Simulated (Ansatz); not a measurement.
# In2SiH2: the cost of one run

Method: DFT PBE, scalar-relativistic, plane waves, PAW, unless a step names another level, in Ansatz 0.2.0.

11 further runs of the same task are left out: 3 that didn't finish, 8 set aside as unsound or not needed.

**1. What the formula suggests**

Pauling electronegativities: In 1.78, Si 1.90, H 2.20 (spread 0.42). The formula balances with common oxidation states: In +3, H -1, Si -4, a formal count that means little at so small a spread. Tabulated atomic sizes suggest about 16 Å³/atom. 28 candidates were drawn, by swapping species into database cells of other compounds, at random by space group and Wyckoff sites, or by hand, as the table says:

```
name                  made from  space group no.                   Wyckoff sites  atoms (primitive cell)  V (Å³/atom)
 c01                     random              141              In 8e; Si 4b; H 8d                      10         19.8
 c02                     random              156      In 1b, 1b; Si 1a; H 1b, 1c                       5         18.9
 c03                     random              187              In 2g; Si 1f; H 2h                       5         15.8
 c04                     random               51              In 4h; Si 2f; H 4i                      10         17.9
 c05                     random              191              In 2c; Si 1b; H 2d                       5         19.6
 c06                     random              156      In 1a, 1b; Si 1a; H 1b, 1b                       5         17.2
 c07                     random              160  In 9b, 3a; Si 3a, 3a; H 9b, 3a                      10         19.2
 c08                     random               59              In 4f; Si 2b; H 4e                      10         18.4
 c09                     random              191              In 2d; Si 1b; H 2c                       5         19.2
 c10  database cell of Er2NiAs2              194          In 4f; Si 2b; H 2a, 2d                      10         15.3
 c11                     random              141              In 8c; Si 4a; H 8e                      10         16.1
 c12   database cell of BaZn2P2              139              In 4e; Si 2a; H 4d                       5         16.4
 c13                     random              123          In 1a, 1c; Si 1d; H 2e                       5         19.8
 c14                     random              191      In 2e, 2c; Si 2d; H 1b, 3g                      10         19.6
 c15                     random              107              In 4b; Si 2a; H 4b                       5         18.6
 c16                     random              156      In 1a, 1b; Si 1b; H 1b, 1b                       5         17.6
 c17    database cell of Rb2CN2                2              In 2i; Si 1e; H 2i                       5         14.2
 c18                     random              187          In 1c, 1f; Si 1b; H 2h                       5         18.5
 c19   database cell of BaP2Pd2              123              In 2h; Si 1a; H 2e                       5         16.1
 c20  database cell of Sr2ZnSb2              187          In 1f, 1a; Si 1e; H 2h                       5         20.2
 c21  database cell of SrFe2As2               69              In 8i; Si 4a; H 8f                       5         15.3
 c22                     random              139              In 4d; Si 2a; H 4e                       5         17.4
 c23  database cell of NdNi2Sb2              129      In 2c, 2b; Si 2c; H 2c, 2a                      10         14.8
 c24  database cell of EuMn2Sb2              164              In 2d; Si 1a; H 2d                       5         19.4
 c25                     random               47              In 2s; Si 1e; H 2p                       5         18.8
 c26                     random              107          In 2a, 2a; Si 2a; H 4b                       5         16.8
 c27  database cell of La2CdAu2              127              In 4g; Si 2a; H 4h                      10         17.2
 c28    database cell of CeB2C2              127              In 4h; Si 2a; H 4h                      10         13.2
```

**2. Screening run of c13**

The input, input.yaml:

```yaml
crystal:
  lattice:
    - [4.67705905, 0.0, 0.0]
    - [0.0, 4.67705905, 0.0]
    - [0.0, 0.0, 4.5305628]
  atoms:
    - { symbol: In, position: [0.0, 0.0, 0.0] }
    - { symbol: In, position: [0.5, 0.5, 0.0] }
    - { symbol: Si, position: [0.5, 0.5, 0.5] }
    - { symbol: H, position: [0.0, 0.5, 0.5] }
    - { symbol: H, position: [0.5, 0.0, 0.5] }
basis:
  ecutwfc: 420
kpoints:
  mp_grid: { grid: [3, 3, 3] }
hamiltonian:
  xc: pbe
scf:
  occupations: { method: gaussian, width: 0.15 }
  lower_state_search: "off"
output:
  forces: true
  stress: true
  eigenvalues: true
relax:
  adjacent_minimum: "off"
  f_tol: 0.08
  max_steps: 16
  cell: { stress_tol: 0.8 }
```

Command:

```sh
$ ansatz run input.yaml --threads 1 --pin off --max-ram 2560MiB --backend cpu --events-out ev --progress --plain --runs-dir out
```

What time and memory should one allow on 1 thread of Arm Neoverse V1, shared host?

About 8.2 s, with a peak of 0.32 GiB.
